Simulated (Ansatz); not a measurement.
# BH₅OSSi: basis-set convergence

The task here is to estimate one member of a computed series from the others.

The runs use Ansatz 0.2.0, Gaussian basis; one geometry, several basis sets.

The runs, in order: PBE0-D4/def2-SVP; ωB97M-V/def2-SVP; PBE0-D4/def2-QZVPP; ωB97M-V/def2-QZVPP; the functionals' def2-TZVPP values are taken from earlier runs.

### Structure used throughout

An earlier PBE0-D4 in a triple-zeta def2 set relaxation fixed the geometry.

SMILES `OBS[SiH3]`, 9 atoms, charge 0, spin multiplicity 1.

Atoms are counted from 1 here; the program's logs count them from 0.

Bond lengths: O1–B2 1.345 Å, O1–H5 0.964 Å, B2–S3 1.826 Å, B2–H6 1.193 Å, S3–Si4 2.136 Å, Si4–H7 1.483 Å, Si4–H8 1.493 Å, Si4–H9 1.481 Å. Angles: B2–O1–H5 114.8°, O1–B2–S3 127.3°, O1–B2–H6 118.2°, S3–B2–H6 114.5°, B2–S3–Si4 104.8°, S3–Si4–H7 111.1°, S3–Si4–H8 110.4°, S3–Si4–H9 108.8°, H7–Si4–H8 108.1°, H7–Si4–H9 109.9°, H8–Si4–H9 108.5°.

The first run:

in.yaml

```yaml
crystal:
  periodic: [false, false, false]
  atoms:
    - {symbol: O, position_ang: [0.187428, 0.922026, -1.698167]}
    - {symbol: B, position_ang: [0.689959, 1.454019, -0.569499]}
    - {symbol: S, position_ang: [0.586990, 0.766064, 1.119035]}
    - {symbol: Si, position_ang: [-0.400999, -1.113566, 0.884320]}
    - {symbol: H, position_ang: [-0.297393, 0.097837, -1.575055]}
    - {symbol: H, position_ang: [1.266663, 2.496076, -0.644925]}
    - {symbol: H, position_ang: [0.567663, -2.235269, 0.929397]}
    - {symbol: H, position_ang: [-1.110479, -1.167217, -0.428114]}
    - {symbol: H, position_ang: [-1.401232, -1.266171, 1.966110]}
basis:
  gaussian: {orbitals: def2-SVP}
hamiltonian: {xc: pbe0, dispersion: d4}
output: {orbitals: {seedname: orbitals}}
```

Launch:

```bash
$ ansatz run in.yaml --threads 2 --pin off --events-out ev --progress --plain --max-ram 4352MiB
```

Steps of the session up to this table: PBE0-D4 in def2-SVP; ωB97M-V in def2-SVP; PBE0-D4 in def2-QZVPP; ωB97M-V in def2-QZVPP.

One of the session's tables, all rows but one given; the rest of the session is left out.

```
functional       basis  HOMO (eV)  LUMO (eV)
   PBE0-D4    def2-SVP          ?          ?
   PBE0-D4  def2-TZVPP      -7.89      -0.33
   PBE0-D4  def2-QZVPP      -7.91      -0.40
   ωB97M-V    def2-SVP      -9.92       2.02
   ωB97M-V  def2-TZVPP     -10.04       1.62
   ωB97M-V  def2-QZVPP     -10.06       1.27
```

Q: Estimate the row for PBE0-D4, def2-SVP from the others.

As computed: HOMO (eV): -7.82; LUMO (eV): -0.06. In the column «HOMO (eV)» it is the highest.
